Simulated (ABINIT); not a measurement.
# Ga3Se (Pm-3m) in ABINIT: phonons with LDA-PZ

Aim: the phonons of Ga3Se with LDA-PZ.

Program: ABINIT 10.8.3 (patched build). These are calculated values, not measurements. Logs are shortened: lines on timing, memory, paths and dates and some standing lists are left out, and cuts for length are marked. The log counts tension as positive stress, the text compression.

### Step 1. The structure

The structure is cubic, space group Pm-3m (No. 221). Conventional cell: a = 4.432 Å, b = 4.432 Å, c = 4.432 Å, α = 90.00°, β = 90.00°, γ = 90.00°. Around Se (site symmetry m-3m) lie 12 Ga at 3.13 Å. Around Ga (site symmetry 4/mmm) lie 4 Se at 3.13 Å and 8 Ga at 3.13 Å.

The cell comes from a database or a generator and needn't be the stable form of this composition.

### Step 2. Phonons, LDA-PZ, spin-orbit coupling, no magnetisation

run.abi reads:

```
# Datasets
ndtset 2

# Pseudopotentials
pp_dirpath "./"
pseudos "Se.hgh, Ga.hgh"

# Structure
acell 4.432465 4.432465 4.432465 Angstrom
rprim
     1.0000000000     0.0000000000     0.0000000000
     0.0000000000     1.0000000000     0.0000000000
     0.0000000000     0.0000000000     1.0000000000
ntypat 2
znucl 34 31
natom 4
typat 1 2 2 2
xred
            0.0            0.0            0.0
            1/2            1/2            0.0
            1/2            0.0            1/2
            0.0            1/2            1/2

# Plane-wave basis
ecut 22.0

# k points
ngkpt 4 4 4
nshiftk 1
shiftk 0.5 0.5 0.5

# Exchange and correlation
ixc 2

# Bands and occupations
nband 28
occopt 3
tsmear 0.00183747

# Spin
nspinor 2
nspden 1
so_psp 2*1

# SCF cycle
nstep 80

# Output
prteig 0
prtebands 0
prtwf 0
prtden 0
prtpot 0

# Dataset 1: ground state
kptopt1 1
tolvrs1 1.0e-15
prtwf1 1
tolwfr1 1.0e-14
nbdbuf1 4
nline1 6

# Dataset 2: response at q = 0 to atomic displacements
rfphon2 1
rfatpol2 1 4
rfdir2 1 1 1
getwfk2 1
kptopt2 2
nqpt2 1
qpt2 0.0 0.0 0.0
tolvrs2 1.0e-9
```

mrgddb.in reads:

```
merged_DDB
Ga3Se
2
runo_DS1_DDB
runo_DS2_DDB
```

anaddb.abi reads:

```
ddb_filepath "merged_DDB"
output_file "anaddb.abo"
outdata_prefix "ana"
asr 1
chneut 0
dipdip 0
dieflag 0
enunit 0
eivec 0
nph1l 1
qph1l 0.0 0.0 0.0 1.0
```

Potentials or basis: HGH LDA.

Started as:

```sh
$ abinit run.abi > log 2>&1
$ mrgddb < mrgddb.in > mrgddb.log 2>&1
$ anaddb anaddb.abi > anaddb.log 2>&1
```

run.abo:

```text
.Version 10.8.3 of ABINIT
 DATASET    1 : space group Pm -3 m (#221); Bravais cP (primitive cubic)
================================================================================
 Values of the parameters that define the memory need for DATASET  1.
     intxc =       0    ionmov =       0      iscf =       7    lmnmax =       9
     lnmax =       9     mgfft =      36  mpssoang =       5    mqgrid =    3001
     natom =       4  nloc_mem =       1    nspden =       1   nspinor =       2
    nsppol =       1      nsym =      48    n1xccc =       0    ntypat =       2
    occopt =       3   xclevel =       1
       mpw =        2917          nfft =       46656          nkpt =           4
================================================================================
================================================================================

 DATASET    2 : space group Pm -3 m (#221); Bravais cP (primitive cubic)
================================================================================
 Values of the parameters that define the memory need for DATASET  2 (RF).
     intxc =       0      iscf =       7    lmnmax =       9     lnmax =       9
     mgfft =      36  mpssoang =       5    mqgrid =    3001     natom =       4
  nloc_mem =       1    nspden =       1   nspinor =       2    nsppol =       1
      nsym =      48    n1xccc =       0    ntypat =       2    occopt =       3
   xclevel =       1
      nfft =       46656          nkpt =          32
================================================================================
================================================================================

--------------------------------------------------------------------------------
------------- Echo of variables that govern the present computation ------------
--------------------------------------------------------------------------------
 -outvars: echo values of preprocessed input variables --------
            acell      8.3761449127E+00  8.3761449127E+00  8.3761449127E+00 Bohr
              amu      7.89600000E+01  6.97230000E+01
             ecut      2.20000000E+01 Hartree
           getwfk1          0
           getwfk2          1
              ixc           2
           jdtset        1    2
           kptopt1          1
           kptopt2          2
         kptrlatt        4    0    0      0    4    0      0    0    4
          kptrlen      3.35045797E+01
            natom           4
            nband1         28
            nband2         28
           nbdbuf           4
           ndtset           2
            ngfft          36      36      36
             nkpt1          4
             nkpt2         32
            nline1          6
            nline2          4
             nqpt1          0
             nqpt2          1
          nspinor           2
            nstep          80
             nsym          48
           ntypat           2
           occopt           3
        optdriver1          0
        optdriver2          1
           prtden           0
        prtebands           0
           prteig           0
            prtwf1          1
            prtwf2          0
           rfphon1          0
           rfphon2          1
           shiftk      5.00000000E-01  5.00000000E-01  5.00000000E-01
          spgroup         221
           tolvrs1     1.00000000E-15
           tolvrs2     1.00000000E-09
           tolwfr1     1.00000000E-14
           tolwfr2     0.00000000E+00
           tsmear      1.83747000E-03 Hartree
            typat      1  2  2  2
           xangst      0.0000000000E+00  0.0000000000E+00  0.0000000000E+00
                       2.2162325000E+00  2.2162325000E+00  0.0000000000E+00
                       2.2162325000E+00  0.0000000000E+00  2.2162325000E+00
                       0.0000000000E+00  2.2162325000E+00  2.2162325000E+00
            xcart      0.0000000000E+00  0.0000000000E+00  0.0000000000E+00
                       4.1880724563E+00  4.1880724563E+00  0.0000000000E+00
                       4.1880724563E+00  0.0000000000E+00  4.1880724563E+00
                       0.0000000000E+00  4.1880724563E+00  4.1880724563E+00
             xred      0.0000000000E+00  0.0000000000E+00  0.0000000000E+00
[... 162 lines left out ...]
 length scales=  8.376144912672  8.376144912672  8.376144912672 bohr
              =  4.432465000000  4.432465000000  4.432465000000 angstroms
 Fermi (or HOMO) energy (hartree) =   0.13763   Average Vxc (hartree)=  -0.32739
 Eigenvalues (hartree) for nkpt=   4  k points:
 kpt#   1, nband= 28, wtk=  0.12500, kpt=  0.1250  0.1250  0.1250 (reduced coord)
  -0.35203   -0.35203   -0.14468   -0.14468   -0.03416   -0.03416   -0.03185   -0.03185
   0.03883    0.03883    0.07513    0.07513    0.07883    0.07883    0.14313    0.14313
   0.19939    0.19939    0.20082    0.20082    0.25349    0.25349    0.25527    0.25527
   0.31620    0.31620    0.36992    0.36992
      occupation numbers for kpt#   1
   1.00000    1.00000    1.00000    1.00000    1.00000    1.00000    1.00000    1.00000
   1.00000    1.00000    1.00000    1.00000    1.00000    1.00000    0.04768    0.04768
   0.00000    0.00000    0.00000    0.00000    0.00000    0.00000    0.00000    0.00000
   0.00000    0.00000    0.00000    0.00000
 prteigrs : prtvol=0 or 1, do not print more k-points.

--- !EnergyTerms
iteration_state     : {dtset: 1, }
comment             : Components of total free energy in Hartree
kinetic             :  5.72532852430573E+00
hartree             :  1.24575729628623E+00
xc                  : -4.29071306692739E+00
Ewald energy        : -1.63033371655429E+01
psp_core            :  7.02926718210083E-01
local_psp           : -4.96308318300603E+00
non_local_psp       :  1.61788269650296E+00
internal            : -1.62652381801713E+01
'-kT*entropy'       : -2.00768004237244E-04
total_energy        : -1.62654389481756E+01
total_energy_eV     : -4.42605141679229E+02
band_energy         : -7.22123739811958E-01
...

 Cartesian components of stress tensor (hartree/bohr^3)
  sigma(1 1)=  2.27737660E-04  sigma(3 2)=  0.00000000E+00
  sigma(2 2)=  2.27737660E-04  sigma(3 1)=  0.00000000E+00
  sigma(3 3)=  2.27737660E-04  sigma(2 1)=  0.00000000E+00

-Cartesian components of stress tensor (GPa)         [Pressure= -6.7003E+00 GPa]
- sigma(1 1)=  6.70027328E+00  sigma(3 2)=  0.00000000E+00
- sigma(2 2)=  6.70027328E+00  sigma(3 1)=  0.00000000E+00
- sigma(3 3)=  6.70027328E+00  sigma(2 1)=  0.00000000E+00

================================================================================
== DATASET  2 ==================================================================

--- !DatasetInfo
iteration_state: {dtset: 2, }
dimensions: {natom: 4, nkpt: 32, mband: 28, nsppol: 1, nspinor: 2, nspden: 1, mpw: 2917, }
cutoff_energies: {ecut:  22.0, pawecutdg:  -1.0, }
electrons: {nelect:   1.50000000E+01, charge:   0.00000000E+00, occopt:   3.00000000E+00, tsmear:   1.83747000E-03, }
meta: {optdriver: 1, rfphon: 1, }
...

 mkfilename : getwfk/=0, take file _WFK from output of DATASET   1.

 Exchange-correlation functional for the present dataset will be:
  LDA: Perdew-Zunger-Ceperley-Alder - ixc=2
  J.P.Perdew and A.Zunger, PRB 23, 5048 (1981)

 Real(R)+Recip(G) space primitive vectors, cartesian coordinates (Bohr,Bohr^-1):
 R(1)=  8.3761449  0.0000000  0.0000000  G(1)=  0.1193867  0.0000000  0.0000000
 R(2)=  0.0000000  8.3761449  0.0000000  G(2)=  0.0000000  0.1193867  0.0000000
 R(3)=  0.0000000  0.0000000  8.3761449  G(3)=  0.0000000  0.0000000  0.1193867
 Unit cell volume ucvol=  5.8766868E+02 bohr^3
 Angles (23,13,12)=  9.00000000E+01  9.00000000E+01  9.00000000E+01 degrees
 setup1 : take into account q-point for computing boxcut.

 getcut: wavevector=  0.0000  0.0000  0.0000  ngfft=  36  36  36
         ecut(hartree)=     22.000   => boxcut(ratio)=   2.03555
--------------------------------------------------------------------------------

 ==>  initialize data related to q vector <==

 The list of irreducible perturbations for this q vector is:
    1)    idir= 1    ipert=   1
    2)    idir= 1    ipert=   2
    3)    idir= 3    ipert=   2

================================================================================
[... 162 lines left out ...]
 2DEtotal=    0.4105076985E+00 Ha. Also 2DEtotal=    0.111704835415E+02 eV
    (2DErelax=   -5.7863153078E+01 Ha. 2DEnonrelax=    5.8273660777E+01 Ha)
    (  non-var. 2DEtotal :    4.1050793691E-01 Ha)

================================================================================

 ---- first-order wavefunction calculations are completed ----

 ==> Compute Derivative Database <==

  Dynamical matrix, in cartesian coordinates,
   if specified in the inputs, asr has been imposed
     j1       j2             matrix element
  dir pert dir pert     real part    imaginary part

   1    1   1    1         0.0002723081         0.0000000000
   1    1   1    2        -0.0018984172         0.0000000000
   1    1   1    3        -0.0018984172         0.0000000000
   1    1   1    4         0.0035245262         0.0000000000
[... 51 lines left out ...]
   3    4   3    1        -0.0018984111         0.0000000000
   3    4   3    2        -0.0046880801         0.0000000000
   3    4   3    3         0.0033745959         0.0000000000
   3    4   3    4         0.0032118954         0.0000000000

  Phonon wavevector (reduced coordinates) :  0.00000  0.00000  0.00000
 Phonon energies in Hartree :
  -1.050682E-04 -1.050682E-04 -1.050682E-04 -3.577885E-05 -3.577885E-05
  -3.577885E-05  0.000000E+00  0.000000E+00  0.000000E+00  3.328577E-04
   3.328577E-04  3.328577E-04
 Phonon frequencies in cm-1    :
  -2.305980E+01 -2.305980E+01 -2.305980E+01 -7.852550E+00 -7.852550E+00
  -7.852550E+00  0.000000E+00  0.000000E+00  0.000000E+00  7.305382E+01
   7.305382E+01  7.305382E+01

== END DATASET(S) ==============================================================
================================================================================

 -outvars: echo values of variables after computation  --------
            acell      8.3761449127E+00  8.3761449127E+00  8.3761449127E+00 Bohr
           etotal1    -1.6265438948E+01
           etotal2     4.1050769852E-01
            fcart1    -0.0000000000E+00 -0.0000000000E+00 -0.0000000000E+00
                      -0.0000000000E+00 -0.0000000000E+00 -0.0000000000E+00
                      -0.0000000000E+00 -0.0000000000E+00 -0.0000000000E+00
                      -0.0000000000E+00 -0.0000000000E+00 -0.0000000000E+00
            fcart2     0.0000000000E+00  0.0000000000E+00  0.0000000000E+00
                       0.0000000000E+00  0.0000000000E+00  0.0000000000E+00
                       0.0000000000E+00  0.0000000000E+00  0.0000000000E+00
                       0.0000000000E+00  0.0000000000E+00  0.0000000000E+00
           strten1     2.2773765999E-04  2.2773765999E-04  2.2773765999E-04
                       0.0000000000E+00  0.0000000000E+00  0.0000000000E+00
           strten2     0.0000000000E+00  0.0000000000E+00  0.0000000000E+00
                       0.0000000000E+00  0.0000000000E+00  0.0000000000E+00
           xangst      0.0000000000E+00  0.0000000000E+00  0.0000000000E+00
                       2.2162325000E+00  2.2162325000E+00  0.0000000000E+00
                       2.2162325000E+00  0.0000000000E+00  2.2162325000E+00
                       0.0000000000E+00  2.2162325000E+00  2.2162325000E+00
             xred      0.0000000000E+00  0.0000000000E+00  0.0000000000E+00
                       5.0000000000E-01  5.0000000000E-01  0.0000000000E+00
                       5.0000000000E-01  0.0000000000E+00  5.0000000000E-01
                       0.0000000000E+00  5.0000000000E-01  5.0000000000E-01
 Calculation completed.
```

Wall time 88 s (1 thread of AMD EPYC 7R43 (Zen 3), shared host); peak memory 0.13 GiB.

Results:

```
Free energy                                             : -442.6051 eV
Highest phonon frequency at Γ, LO-TO splitting left out : 73 cm⁻¹
Most unstable mode                                      : 23i cm⁻¹
```

Phonon frequencies in cm⁻¹ (negative: imaginary):
| q point | frequencies |
| --- | --- |
| (0.000, 0.000, 0.000) | -23 -23 -23 -8 -8 -8 0 0 0 73 73 73 |

Caveat: the cutoff is too short for stress, so the log's stress isn't used; the mesh is coarse for a metal's response; some modes are imaginary; HGH potentials are hard and often keep d shells in the core, so these values are rough.
